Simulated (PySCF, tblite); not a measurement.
**C3H10NSi radical: geometry, infrared bands and EPR parameters**

Aim: predict the infrared bands and EPR parameters of C3H10NSi radical (`CC(C)[N][SiH3]`).

Computed with tblite 0.8.0 and PySCF 2.14.0, with density-fitted response routines of our own, on a single molecule in the gas phase. Atoms are numbered from 0 throughout.

## 1. The starting structure

15 atoms, charge 0, multiplicity 2; geometry from: force field or distance geometry start.

Bonds of the start (Å): C0–C1 1.53, C1–C2 1.52, C1–N3 1.47, N3–Si4 1.76, C0–H5 1.08, C0–H6 1.10, C0–H7 1.09, C1–H8 1.11, C2–H9 1.11, C2–H10 1.10, C2–H11 1.09, Si4–H12 1.48, Si4–H13 1.48, Si4–H14 1.47.

## 2. Relaxing the molecule with GFN2-xTB

What the job is given:

```
{"job": {"kind": "relax", "xc": "GFN2-xTB", "basis": "xTB"}, "charge": 0, "multiplicity": 2}
C     -0.842400    -1.221200    -0.415900
C     -0.408700     0.036700     0.342900
C     -1.494900     1.094900     0.270300
N      0.825500     0.585200    -0.242100
Si     2.305900     0.150000     0.614000
H     -0.109200    -2.017600    -0.346900
H     -1.790300    -1.603700    -0.011900
H     -1.001400    -0.999300    -1.474500
H     -0.308600    -0.240300     1.415300
H     -2.446500     0.722100     0.694500
H     -1.700700     1.396400    -0.771500
H     -1.225500     1.995100     0.827400
H      3.459100     0.763100    -0.086900
H      2.265000     0.662700     1.997900
H      2.468100    -1.316000     0.626100
```

On the command line:

```console
OMP_NUM_THREADS=1 python probes_run.py task.json out
```

This one command runs all jobs of the session in turn.

**Question.** This job is followed by: GFN2-xTB harmonic vibrations, gas phase; UKS B3LYP, pcH-1 on C H N Si, non-relativistic, mean-field spin-orbit, GIAO. What will the session give for the following? strongest single infrared mode (GFN2-xTB); zero-point energy (GFN2-xTB); g(iso) (B3LYP); ⟨S²⟩; largest a(iso) (averaged by class); potential on the surface of density 0.002 e/bohr³, 1st and 99th percentile.

The runs gave:

| quantity | value |
| --- | --- |
| strongest single infrared mode (GFN2-xTB) | 2166 cm⁻¹, 352 km/mol |
| zero-point energy (GFN2-xTB) | 74.4 kcal/mol |
| g(iso) (B3LYP) | 2.00586 |
| ⟨S²⟩ | 0.754 (exact 0.75) |
| largest a(iso) (averaged by class) | 1H on H8, 174.6 MHz |
| potential on the surface of density 0.002 e/bohr³, 1st and 99th percentile | -1.38 V and 1.02 V |

In words: The optimisation took 137 steps and gained 0.374 eV; among the close pairs (by a distance rule), N3–Si4 changed most, from 1.765 to 1.679 Å. All 39 modes are real, so the xTB geometry is a minimum. The strongest single mode, at 2166 cm⁻¹, moves mainly H14. GFN2-xTB is a fitted tight-binding method: band positions and strengths are rough. Its intensities can rank the bands wrongly. N3 carries the largest spin population, 0.87 e. The isotropic g lies 3.5 ppt above the free-electron value. These values are for one conformer; the search (at its own cheap level) found 1 more, at 0.18 kcal/mol, and measured spectra average over such forms.
